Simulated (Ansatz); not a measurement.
# NbBr3: the cost of one run

Method: DFT PBE, scalar-relativistic, plane waves, PAW, in Ansatz 0.2.0.

1 further run of the same task is left out (set aside as unsound or not needed). Runs told in other sessions of the task aren't counted.

**1. The starting structure**

It takes space group P4/mmm (No. 123, tetragonal). Conventional cell: a = 5.237 Å, b = 5.237 Å, c = 5.197 Å, α = 90.00°, β = 90.00°, γ = 90.00°. Around Nb (site symmetry 4/mmm) lie 6 Br at 2.60 to 2.62 Å. Br (site symmetry 4/mmm) has 2 Nb at 2.60 Å in its first shell of neighbours. Around Br (site symmetry mmm) lie 2 Nb at 2.62 Å.

As a file:

```cif
data_structure
_symmetry_space_group_name_H-M 'P 1'
_symmetry_Int_Tables_number 1
_cell_length_a 5.1967
_cell_length_b 7.4067
_cell_length_c 10.4747
_cell_angle_alpha 45.000
_cell_angle_beta 90.000
_cell_angle_gamma 90.000
_cell_volume 285.09
loop_
_atom_site_label
_atom_site_type_symbol
_atom_site_fract_x
_atom_site_fract_y
_atom_site_fract_z
_atom_site_occupancy
Nb1 Nb 0.00000 0.00000 0.00000 1
Br1 Br 0.50000 0.00000 0.00000 1
Br2 Br 0.00000 0.00000 0.25000 1
Br3 Br 0.00000 0.50000 0.75000 1
Nb2 Nb 0.00000 0.00000 0.50000 1
Br4 Br 0.50000 0.00000 0.50000 1
Br5 Br 0.00000 0.00000 0.75000 1
Br6 Br 0.00000 0.50000 0.25000 1
```

An earlier run at PBE left this cell at 35.636 Å³/atom and 0.00 GPa (6×6×3 mesh). The large moments point both ways and cancel.

Volume factors to run: 0.980, 1.020, 0.960, 1.040, 1.070, 1.100, 0.945.

**2. At 0.980 of the relaxed volume**

File input.yaml:

```yaml
crystal:
  lattice:
    - [5.1618017062, 0.0, 0.0]
    - [0.0, 5.2022068643, 5.2022068642]
    - [0.0, 1.0e-10, 10.4044137285]
  atoms:
    - { symbol: Nb, position: [0.0, 0.0, 0.0], spin: 1.15 }
    - { symbol: Br, position: [0.5, 0.0, 0.0] }
    - { symbol: Br, position: [0.0, 0.0, 0.2499999511] }
    - { symbol: Br, position: [0.0, 0.4999999022, 0.7500000489] }
    - { symbol: Nb, position: [0.0, 0.0, 0.5], spin: -1.15 }
    - { symbol: Br, position: [0.5, 0.0, 0.5] }
    - { symbol: Br, position: [0.0, 0.0, 0.7500000489] }
    - { symbol: Br, position: [0.0, 0.5000000978, 0.2499999511] }
basis:
  ecutwfc: 420
  ecutrho_ratio: 4
kpoints:
  mp_grid: { grid: [6, 6, 3] }
hamiltonian:
  xc: pbe
scf:
  occupations: { method: gaussian, width: 0.05 }
output:
  forces: true
  stress: true
  eigenvalues: true
  populations: true
magnetization:
  spin_polarized: true
relax:
  f_tol: 0.01
  max_steps: 40
  cell: { stress_tol: 0.1, fix: [volume] }
```

Command:

```
$ ansatz run input.yaml --threads 2 --pin off --max-ram 2662MiB --backend cpu --events-out ev --progress --plain --runs-dir out
```

Q: Estimate wall time and peak memory on 2 threads of Arm Neoverse V2, shared host.

About 49 s, with a peak of 0.84 GiB.
